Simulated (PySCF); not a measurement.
**NaCa⁺ at other levels of theory**

What do other methods print for NaCa⁺?

The runs use PySCF 2.14.0; each script names its method and basis.

4 further runs of the same task are left out: 4 that didn't finish.

## Step 1: The system as given

NaCa⁺: 2 atoms, charge 1, spin multiplicity 1.

No contacts short enough for the rule that draws bonds.

## Step 2: The base run

Input file input.py:

```python
from pyscf import gto, dft

mol = gto.M(
    atom='Na 0 0 0; Ca 0 0 3.755',
    basis='6-31+g*',
    charge=1,
    spin=0,
    symmetry=True,
    verbose=3,
)
mf = dft.UKS(mol, xc='revpbe')
mf.kernel()
mf.dip_moment()
print('orbital energies (hartree):', [e[max(0, n-3):n+3].round(4) for e, n in zip(mf.mo_energy, mol.nelec)])
```

On the command line:

```console
> python input.py
```

## Step 3: Olyp

Variant 1 changes functional: revpbe → olyp.

Edit input.py of step 2 so:

```diff
@@ -10,3 +10,3 @@
 )
-mf = dft.UKS(mol, xc='revpbe')
+mf = dft.UKS(mol, xc='olyp')
 mf.kernel()
```

## Step 4: Wb97

Variant 2 changes functional: revpbe → wb97.

Edit input.py of step 2 so:

```diff
@@ -10,3 +10,3 @@
 )
-mf = dft.UKS(mol, xc='revpbe')
+mf = dft.UKS(mol, xc='wb97')
 mf.kernel()
```

## Step 5: Population analysis

Variant 3 changes step after the SCF: none → analyze.

Edit input.py of step 2 so:

```diff
@@ -12,3 +12,3 @@
 mf.kernel()
-mf.dip_moment()
+mf.analyze()
 print('orbital energies (hartree):', [e[max(0, n-3):n+3].round(4) for e, n in zip(mf.mo_energy, mol.nelec)])
```

## Step 6: MP2 (UHF)

Variant 4 changes step after the SCF: none → mp2; SCF type: UKS → UHF; functional: revpbe → none (Hartree–Fock); frozen orbitals: none → 6.

Edit input.py of step 2 so:

```diff
@@ -1,2 +1,2 @@
-from pyscf import gto, dft
+from pyscf import gto, scf, mp
 
@@ -10,4 +10,5 @@
 )
-mf = dft.UKS(mol, xc='revpbe')
+mf = scf.UHF(mol)
 mf.kernel()
+mp.MP2(mf, frozen=6).kernel()
 mf.dip_moment()
```

## Step 7: Stability test

Variant 5 changes step after the SCF: none → stability; point-group symmetry: on → off.

Edit input.py of step 2 so:

```diff
@@ -7,3 +7,2 @@
     spin=0,
-    symmetry=True,
     verbose=3,
@@ -12,2 +11,3 @@
 mf.kernel()
+mf.stability(internal=True, external=True)
 mf.dip_moment()
```

Before running it: what results should come out? Wanted: for each run, E(SCF); from base; gap; after the SCF.

As calculated:

| run | E(SCF) (hartree) | from base (eV) | gap (eV) | after the SCF |
| --- | --- | --- | --- | --- |
| base | -839.476508 | 0 | 1.68 | n/a |
| olyp | -839.683692 | not comparable | 1.54 | n/a |
| wb97 | -839.618663 | not comparable | 5.92 | n/a |
| population analysis | -839.476508 | 0.0000 | 1.68 | n/a |
| MP2 (UHF) | -838.397257 | not comparable | 5.59 | MP2 correlation -0.861 eV, core frozen |
| stability test | -839.476508 | 0.0000 | 1.68 | unstable: UHF/UKS -> GHF/GKS |

Total energies of different functionals can't be compared with each other; differences within one functional can. The dearest run is “stability test”, at 12 s against 2.3 s.
